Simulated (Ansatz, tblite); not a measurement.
**FeMe2 (C2H6Fe): a ladder of methods and basis sets**

Aim: run the quintet of FeMe2 (C2H6Fe) at one geometry on many levels, and compare frontier levels, spin and run time.

Method: as each input shows; program: Ansatz 0.2.0, Gaussian basis.

Plan: GFN1-xTB, GFN2-xTB, PBE-D4/def2-TZVP, r2SCAN-D4/def2-TZVP, LC-ωPBE/def2-TZVP, B97M-V/def2-TZVP, B2PLYP/def2-TZVP, BHLYP-D4/def2-TZVP, HSE06-D4/def2-TZVP, PBE+5HF/def2-TZVP, PBE+10HF/def2-TZVP, PBE+15HF/def2-TZVP, PBE+35HF/def2-TZVP, PBE+50HF/def2-TZVP, PBE-D4/def2-SVP, PBE0-D4/def2-SVP, HF/STO-3G, PBE0-D4/def2-TZVPD, PBE-D4/def2-TZVPD, r2SCAN-D4/def2-TZVPD, CCSD(T)/def2-TZVP, RPA/def2-TZVP.

2 further runs of the same task are left out: 1 for a known fault of the program, 1 that didn't finish.

### Step 1. The relaxed structure

The geometry is that of the quintet, from an earlier relaxation (PBE0-D4/def2-TZVP).

9 atoms, charge 0, spin multiplicity 5.

Bond lengths: Fe1–C2 2.028 Å, Fe1–C6 2.028 Å, C2–H3 1.096 Å, C2–H4 1.096 Å, C2–H5 1.097 Å, C6–H7 1.097 Å, C6–H8 1.096 Å, C6–H9 1.096 Å. Angles: C2–Fe1–C6 173.8°, Fe1–C2–H3 111.3°, Fe1–C2–H4 112.2°, Fe1–C2–H5 112.0°, H3–C2–H4 107.0°, H3–C2–H5 107.0°, H4–C2–H5 107.0°, Fe1–C6–H7 111.7°, Fe1–C6–H8 112.4°, Fe1–C6–H9 111.5°, H7–C6–H8 107.0°, H7–C6–H9 107.0°, H8–C6–H9 107.0°.

As a file:

```xyz
9

Fe    0.0584   -0.0983    0.0001
C     0.0028   -0.0021    2.0253
H    -0.1195    1.0306    2.3719
H     0.9210   -0.3870    2.4845
H    -0.8302   -0.5808    2.4421
C     0.0022   -0.0066   -2.0253
H    -0.9639   -0.3442   -2.4198
H     0.7738   -0.6291   -2.4931
H     0.1555    1.0174   -2.3858
```

Formally the metal is d6. No spin-orbit coupling is included.

PBE0-D4/def2-TZVP was run before; its log isn't repeated, and its numbers join the tables.

### Step 2. GFN1-xTB

Tight binding, by tblite at 300 K electronic temperature and without a spin-polarisation term:

```python
tblite.interface.Calculator('GFN1-xTB', numbers, positions, charge=0, uhf=4).singlepoint()
```

Energy -279.1345 eV; 0.014 s.

### Step 3. GFN2-xTB

Tight binding, by tblite at 300 K electronic temperature and without a spin-polarisation term:

```python
tblite.interface.Calculator('GFN2-xTB', numbers, positions, charge=0, uhf=4).singlepoint()
```

Energy -278.8157 eV; 0.003 s.

### Step 4. PBE-D4/def2-TZVP

start.molden holds the orbitals of an earlier run on this state, given as this run's starting guess.

Input file in.yaml:

```yaml
crystal:
  periodic: [false, false, false]
  atoms:
    - {symbol: Fe, position_ang: [0.058387, -0.098331, 0.000109]}
    - {symbol: C, position_ang: [0.002842, -0.002061, 2.025331]}
    - {symbol: H, position_ang: [-0.119544, 1.030644, 2.371946]}
    - {symbol: H, position_ang: [0.920968, -0.387027, 2.484474]}
    - {symbol: H, position_ang: [-0.830239, -0.580826, 2.442121]}
    - {symbol: C, position_ang: [0.002176, -0.006555, -2.025317]}
    - {symbol: H, position_ang: [-0.963890, -0.344166, -2.419783]}
    - {symbol: H, position_ang: [0.773797, -0.629058, -2.493115]}
    - {symbol: H, position_ang: [0.155502, 1.017380, -2.385755]}
basis:
  gaussian: {orbitals: def2-TZVP, initial_orbitals: start.molden}
magnetization: {spin_polarized: true, initial_magnetization: 4}
hamiltonian: {xc: pbe, dispersion: d4}
scf: {omitted_lower_state_checks: [starts]}
output: {forces: true, orbitals: {seedname: orbitals}}
```

Command:

```bash
$ ansatz run in.yaml --threads 2 --pin off --events-out ev --progress --plain --max-ram 4352MiB
```

After this run come: r2SCAN-D4/def2-TZVP; LC-ωPBE/def2-TZVP; B97M-V/def2-TZVP; B2PLYP/def2-TZVP; BHLYP-D4/def2-TZVP; HSE06-D4/def2-TZVP; PBE+5HF/def2-TZVP; PBE+10HF/def2-TZVP; PBE+15HF/def2-TZVP; PBE+35HF/def2-TZVP; PBE+50HF/def2-TZVP; PBE-D4/def2-SVP; PBE0-D4/def2-SVP; HF/STO-3G; PBE0-D4/def2-TZVPD; PBE-D4/def2-TZVPD; r2SCAN-D4/def2-TZVPD; CCSD(T)/def2-TZVP; RPA/def2-TZVP.

**Question.** What will the summary of the whole plan be? Wanted: gap in def2-TZVP, named functionals, smallest and largest; gap over the share of exact exchange; correlation energy, CCSD(T)/def2-TZVP; binding an atom, CCSD(T)/def2-TZVP; ⟨S²⟩ in def2-TZVP, named functionals, smallest and largest; PBE0 total energy, smallest basis above largest.

As calculated:

```
                                                  quantity                                value
 gap in def2-TZVP, named functionals, smallest and largest  0.56 eV (PBE-D4), 9.04 eV (LC-ωPBE)
                      gap over the share of exact exchange         0.56 eV at 0, 6.81 eV at 0.5
                     correlation energy, CCSD(T)/def2-TZVP                            -22.73 eV
                        binding an atom, CCSD(T)/def2-TZVP                             3.357 eV
⟨S²⟩ in def2-TZVP, named functionals, smallest and largest                         6.013, 6.021
           PBE0 total energy, smallest basis above largest       7.24 eV (def2-SVP, def2-TZVPD)
```

**Reading.** Orbital gaps of the named functionals in def2-TZVP span 0.56 eV (PBE-D4) to 9.04 eV (LC-ωPBE); exact exchange widens it. Raising the share of exact exchange from 0 to 0.5 moves the HOMO by -3.03 eV and the LUMO by +3.23 eV. The functionals in def2-TZVP miss CCSD(T)/def2-TZVP by +0.034 (BHLYP-D4) to +0.167 eV (PBE-D4) an atom. The reference is CCSD(T) in one finite basis, so it carries an error of its own, often a tenth of an eV or more, and near misses can't be ranked. Over the named functionals in def2-TZVP spin contamination reaches 0.02 (HSE06-D4), which is small.
